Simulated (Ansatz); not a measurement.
# GaFe3: the cost of one run

Computed with Ansatz 0.2.0 (DFT, PAW plane waves, r2scan, unless a step's input says otherwise).

## Step 1: The structure to begin with

The structure is cubic, space group Pm-3m (No. 221). The conventional cell has a = 3.701 Å, b = 3.701 Å, c = 3.701 Å, α = 90.00°, β = 90.00°, γ = 90.00°. Around Ga (site symmetry m-3m) lie 12 Fe at 2.62 Å. Fe (site symmetry 4/mmm) is surrounded by 4 Ga at 2.62 Å and 8 Fe at 2.62 Å.

As a file:

```xyz
8
Lattice="7.4020 0.0000 0.0000 0.0000 3.7010 0.0000 0.0000 0.0000 3.7010" Properties=species:S:1:pos:R:3 pbc="T T T"
Ga    0.0000    0.0000    0.0000
Fe    0.0000    1.8505    1.8505
Fe    1.8505    0.0000    1.8505
Fe    1.8505    1.8505    0.0000
Ga    3.7010    0.0000    0.0000
Fe    3.7010    1.8505    1.8505
Fe    5.5515    0.0000    1.8505
Fe    5.5515    1.8505    0.0000
```

## Step 2: A run

input.yaml

```yaml
crystal:
  lattice:
    - [7.402, 0.0, 0.0]
    - [0.0, 3.701, 0.0]
    - [0.0, 0.0, 3.701]
  atoms:
    - { symbol: Ga, position: [0.0, 0.0, 0.0] }
    - { symbol: Fe, position: [0.0, 0.5, 0.5], spin: 4.0 }
    - { symbol: Fe, position: [0.25, 0.0, 0.5], spin: 4.0 }
    - { symbol: Fe, position: [0.25, 0.5, 0.0], spin: 4.0 }
    - { symbol: Ga, position: [0.5, 0.0, 0.0] }
    - { symbol: Fe, position: [0.5, 0.5, 0.5], spin: 4.0 }
    - { symbol: Fe, position: [0.75, 0.0, 0.5], spin: 4.0 }
    - { symbol: Fe, position: [0.75, 0.5, 0.0], spin: 4.0 }
  symmetry: { tolerance: 0.0003 }
hamiltonian:
  xc: r2scan
  pseudopotentials: { kind: paw, azcp: { folder: soft_1 } }
basis:
  ecutwfc: 500
magnetization:
  spin_polarized: true
scf:
  occupations: { method: fermi_dirac, width: 0.05 }
kpoints:
  mp_grid: { grid: [4, 8, 8], shift: [0, 0, 0] }
output:
  forces: true
  stress: true
  eigenvalues: true
  write_density: true
  write_potential: true
  elf: true
  volumetric_format: npy
```

Started as:

```console
> ansatz run input.yaml --threads 2 --pin off --max-ram 5632MiB --backend cpu --events-out ev --progress --plain --runs-dir out
```

What time and memory should one allow on 2 threads of Intel Xeon Platinum 8375C at 2.90GHz (Ice Lake), shared host?

About 94 s, with a peak of 1.2 GiB.
